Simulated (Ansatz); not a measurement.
# C₄H₁₄BN: basis-set convergence

An exercise on one series of results from a longer session: the logs are not shown, and one member is left open.

The runs use Ansatz 0.2.0, Gaussian basis; one geometry, several basis sets.

Levels to be run: PBE0-D4/def2-SVP; ωB97M-V/def2-SVP; PBE0-D4/def2-QZVPP; ωB97M-V/def2-QZVPP; the functionals' def2-TZVPP values are taken from earlier runs.

1 further run of the same task is left out (it didn't finish). Runs told in other sessions of the task aren't counted.

## The geometry

All runs share one geometry, relaxed beforehand with PBE0-D4 in a triple-zeta def2 set.

SMILES `C[BH-](C)[NH+](C)C`, 20 atoms, charge 0, spin multiplicity 1.

Atoms are counted from 1 here; the program's logs count them from 0.

Bond lengths: C1–B2 1.614 Å, C1–H7 1.095 Å, C1–H8 1.098 Å, C1–H9 1.099 Å, B2–C3 1.611 Å, B2–N4 1.666 Å, B2–H10 1.225 Å, C3–H11 1.095 Å, C3–H12 1.098 Å, C3–H13 1.096 Å, N4–C5 1.468 Å, N4–C6 1.467 Å, N4–H14 1.017 Å, C5–H15 1.089 Å, C5–H16 1.088 Å, C5–H17 1.093 Å, C6–H18 1.089 Å, C6–H19 1.093 Å and more. Angles: B2–C1–H7 109.1°, B2–C1–H8 114.3°, B2–C1–H9 114.1°, H7–C1–H8 105.9°, H7–C1–H9 105.7°, H8–C1–H9 107.2°, C1–B2–C3 114.3°, C1–B2–N4 106.9°, C1–B2–H10 111.5°, C3–B2–N4 109.7°, C3–B2–H10 112.5°, N4–B2–H10 101.0°, B2–C3–H11 108.2°, B2–C3–H12 113.9°, B2–C3–H13 115.2°, H11–C3–H12 105.7°, H11–C3–H13 105.6°, H12–C3–H13 107.4° and more.

Set-up of the first run:

in.yaml reads:

```yaml
crystal:
  periodic: [false, false, false]
  atoms:
    - {symbol: C, position_ang: [-0.872973, -1.779057, -0.642108]}
    - {symbol: B, position_ang: [0.217584, -0.591508, -0.716580]}
    - {symbol: C, position_ang: [1.592004, -0.903782, 0.064269]}
    - {symbol: N, position_ang: [-0.499051, 0.766035, -0.068752]}
    - {symbol: C, position_ang: [-0.852651, 0.638196, 1.350282]}
    - {symbol: C, position_ang: [0.278274, 1.985682, -0.313767]}
    - {symbol: H, position_ang: [-0.524642, -2.622833, -1.246006]}
    - {symbol: H, position_ang: [-1.036517, -2.178753, 0.367193]}
    - {symbol: H, position_ang: [-1.857813, -1.509413, -1.049112]}
    - {symbol: H, position_ang: [0.407404, -0.228306, -1.871365]}
    - {symbol: H, position_ang: [2.082677, -1.748601, -0.430110]}
    - {symbol: H, position_ang: [1.450915, -1.211209, 1.108671]}
    - {symbol: H, position_ang: [2.326959, -0.090247, 0.058021]}
    - {symbol: H, position_ang: [-1.363299, 0.836016, -0.599340]}
    - {symbol: H, position_ang: [0.063508, 0.524879, 1.927795]}
    - {symbol: H, position_ang: [-1.466784, -0.249242, 1.487837]}
    - {symbol: H, position_ang: [-1.393108, 1.521454, 1.699623]}
    - {symbol: H, position_ang: [1.219663, 1.913893, 0.228650]}
    - {symbol: H, position_ang: [-0.265582, 2.872034, 0.023115]}
    - {symbol: H, position_ang: [0.493413, 2.054762, -1.378336]}
basis:
  gaussian: {orbitals: def2-SVP}
hamiltonian: {xc: pbe0, dispersion: d4}
output: {orbitals: {seedname: orbitals}}
```

The run is started by

```
ansatz run in.yaml --threads 4 --pin off --events-out ev --progress --plain --max-ram 11315MiB
```

Among the steps run: PBE0-D4 in def2-SVP; ωB97M-V in def2-SVP; PBE0-D4 in def2-QZVPP; ωB97M-V in def2-QZVPP.

One table of the session follows, with a row left open; its other results are not shown here.

It belongs to the step «Functionals by basis». 

```
functional       basis  HOMO (eV)  LUMO (eV)
   PBE0-D4    def2-SVP      -7.06       1.11
   PBE0-D4  def2-TZVPP          ?          ?
   PBE0-D4  def2-QZVPP      -7.23       0.10
   ωB97M-V    def2-SVP      -9.34       2.76
   ωB97M-V  def2-TZVPP      -9.53       1.97
   ωB97M-V  def2-QZVPP      -9.54       1.17
```

**Question.** Estimate the row for PBE0-D4, def2-TZVPP.

**Answer.** HOMO (eV): -7.21; LUMO (eV): 0.56. In the column «HOMO (eV)» it lies between PBE0-D4, def2-QZVPP (-7.23) and PBE0-D4, def2-SVP (-7.06).
